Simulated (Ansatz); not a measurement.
Working through an all-electron equation of state of PIr2, space group Fm-3m

Computed with the Python package of Ansatz (0.2.0).

Run as a notebook:

**Cell 1**
```python
import warnings

import ansatz as az
from ase.eos import EquationOfState
from ase.units import GPa
import numpy as np

FILLING = "Methfessel-Paxton"
MESH = (9, 9, 9)
```

**Cell 2**
```python
VECTORS = np.array([
    [0.0, 2.7675, 2.7675],
    [2.7675, 0.0, 2.7675],
    [2.7675, 2.7675, 0.0],
])
SITES = [
    ("P", (0.0, 0.0, 0.0)),
    ("Ir", (0.25, 0.25, 0.25)),
    ("Ir", (0.75, 0.75, 0.75)),
]
```

**Cell 3**
```python
def make_crystal(cell):
    crystal = az.Crystal(lattice=az.Lattice.of(cell))
    for symbol, position in SITES:
        crystal = crystal.atom(symbol, position)
    return crystal
```

**Cell 4**
```python
warnings.simplefilter("ignore", az.DeckWarning)
```

**Cell 5**
```python
volumes, energies = [], []
for scale in np.linspace(0.92, 1.08, 5):
    cell = VECTORS * scale ** (1 / 3)
    job = (
        make_crystal(cell).calculation()
        .functional(az.Functional.LDA)
        .occupations(FILLING)
        .kpoints(*MESH)
        .pseudopotentials("all_electron", lapw=True)
    )
    report = job.run().report
    volumes.append(abs(np.linalg.det(cell)) / len(SITES))
    energies.append(report["free_energy_ev"] / len(SITES))
    print(f"{scale:.3f} {volumes[-1]:9.4f} A^3/atom {energies[-1]:16.5f} eV/atom  (estimated basis error {1000 * report['lapw_basis_errors']['total_ev_per_atom']:.2f} meV/atom)")
v0, e0, bulk = EquationOfState(volumes, energies, eos="birchmurnaghan").fit()
print(f"V0 = {v0:.4f} A^3/atom, B0 = {bulk / GPa:.1f} GPa")
```
Output:
```text
0.920   13.0005 A^3/atom    -326262.98758 eV/atom  (estimated basis error 0.08 meV/atom)
0.960   13.5657 A^3/atom    -326263.04564 eV/atom  (estimated basis error 0.08 meV/atom)
1.000   14.1310 A^3/atom    -326263.05092 eV/atom  (estimated basis error 0.08 meV/atom)
1.040   14.6962 A^3/atom    -326263.01465 eV/atom  (estimated basis error 0.08 meV/atom)
1.080   15.2614 A^3/atom    -326262.94575 eV/atom  (estimated basis error 0.08 meV/atom)
V0 = 13.9073 A^3/atom, B0 = 316.9 GPa
```

A third-order Birch-Murnaghan fit through the 5 points has its minimum at 13.91 Å³ an atom, 1.6 % below the typed cell, with a bulk modulus of 317 GPa and dB/dP = 4.9. From that minimum the energy rises by 66.8 meV an atom on the compressed side and 108.6 meV on the expanded side.

Caveats:
- All-electron totals depend on functional, relativistic treatment and basis; only differences at equal settings carry meaning.
- Spin is left out of this run.
- The mesh is modest for a metal, so energies can be off by several to tens of meV an atom and pressures by half a GPa or more; differences at equal mesh fare better.
- Of the deposited cell: the entry's cell lengths or inner coordinates differ somewhat from later room-temperature determinations.
- Spin-orbit coupling, which matters for elements this heavy, is left out.
- The structure is a deposited one; some such entries were measured under pressure or heat, so a shift against it needn't be the functional's error alone.
- The whole script took 43 s on 1 thread of AMD EPYC 9R45 96-Core Processor (Zen 5) (shared host), peak memory 0.63 GiB.
